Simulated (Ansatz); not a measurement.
# W2: the cost of one run

The runs use Ansatz 0.2.0, Gaussian basis; def2-TZVPP, core rule «outside noble gas», up to 8 orbitals frozen.

The runs, in order: UHF; ROHF; CCSD(T) on UHF.

### 1 What is computed

The geometry is a PBE0/def2-TZVP stationary point (not a proven minimum). No spin-orbit coupling is included. Elements past krypton take def2 core potentials.

2 atoms, charge 0, spin multiplicity 7.

Atoms are counted from 1 here; the program's logs count them from 0.

Bond lengths: W1–W2 2.279 Å.

### 2 UHF

Input file in.yaml:

```yaml
crystal:
  periodic: [false, false, false]
  atoms:
    - {symbol: W, position_ang: [0.000000, 0.000000, 0.000000]}
    - {symbol: W, position_ang: [0.000000, 0.000000, 2.278600]}
basis:
  gaussian: {orbitals: def2-TZVPP}
magnetization: {spin_polarized: true, initial_magnetization: 6}
hamiltonian: {xc: hf}
output: {orbitals: {seedname: orbitals}}
```

The run is started by

```
$ ansatz run in.yaml --threads 1 --pin off --events-out ev --progress --plain --max-ram 4096MiB --backend cpu
```

What time and memory should one allow on 1 thread of AMD EPYC 7R13, shared host?

About 35 s, with a peak of 0.3 GiB.
